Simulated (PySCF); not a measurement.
# C10H16O2Si: the cost of one run

Programs: PySCF 2.14.0, with density-fitted response routines of our own. Each step states its level of theory. These are calculated values for one molecule in the gas phase, unless marked as measured. Atoms are numbered from 0 throughout.

## 1. Starting geometry

29 atoms, charge 0, multiplicity 1; geometry from: GFN2-xTB.

Bonds of the start (Å): C0–Si1 1.90, Si1–C2 1.91, Si1–C3 1.89, C3–C4 1.33, C4–C5 1.50, C5–C6 1.54, C6–O7 1.43, Si1–C8 1.89, C8–C9 1.33, C9–C10 1.50, C10–C11 1.54, C11–O12 1.43, O7–C3 1.37, O12–C8 1.37, C0–H13 1.09, C0–H14 1.09, C0–H15 1.09, C2–H16 1.09, C2–H17 1.09, C2–H18 1.09, C4–H19 1.07, C5–H20 1.09, C5–H21 1.09, C6–H22 1.09, C6–H23 1.09, C9–H24 1.07, C10–H25 1.09, C10–H26 1.09, C11–H27 1.09, C11–H28 1.09.

## 2. Geometry optimisation at PBE0-D3(BJ)/def2-SVP

What the job is given:

```
{"job": {"xc": "PBE0", "basis": "def2-SVP", "d3": "d3bj", "grid": 1, "kind": "geom"}, "charge": 0, "multiplicity": 1}
C     -0.082870     0.865390    -2.421220
Si    -0.052890    -0.330540    -0.941230
C     -0.030950    -2.152800    -1.506720
C     -1.550720    -0.015810     0.172190
C     -1.848650    -0.469290     1.387420
C     -3.177190     0.074740     1.835300
C     -3.575970     0.919900     0.612660
O     -2.522280     0.803690    -0.344630
C      1.512740    -0.011340     0.071200
C      1.712720     0.514430     1.277150
C      3.184230     0.560180     1.585210
C      3.775760    -0.036920     0.295940
O      2.679890    -0.363780    -0.559750
H     -0.970830     0.717620    -3.027830
H     -0.083490     1.899000    -2.087590
H      0.787680     0.719240    -3.054050
H     -0.120980    -2.829860    -0.662090
H      0.902930    -2.378110    -2.012210
H     -0.844080    -2.370120    -2.192960
H     -1.244990    -1.122140     1.984370
H     -3.897210    -0.720850     2.039700
H     -3.082580     0.680240     2.739870
H     -3.693860     1.980010     0.858410
H     -4.499670     0.566510     0.143040
H      0.953860     0.860330     1.949230
H      3.432820    -0.035590     2.466540
H      3.531340     1.580860     1.761010
H      4.419020     0.672280    -0.235310
H      4.345910    -0.952930     0.480210
```

Q: Estimate the wall time of this first job on 8 threads of Arm Neoverse V1, shared host.

About 8.2 min.
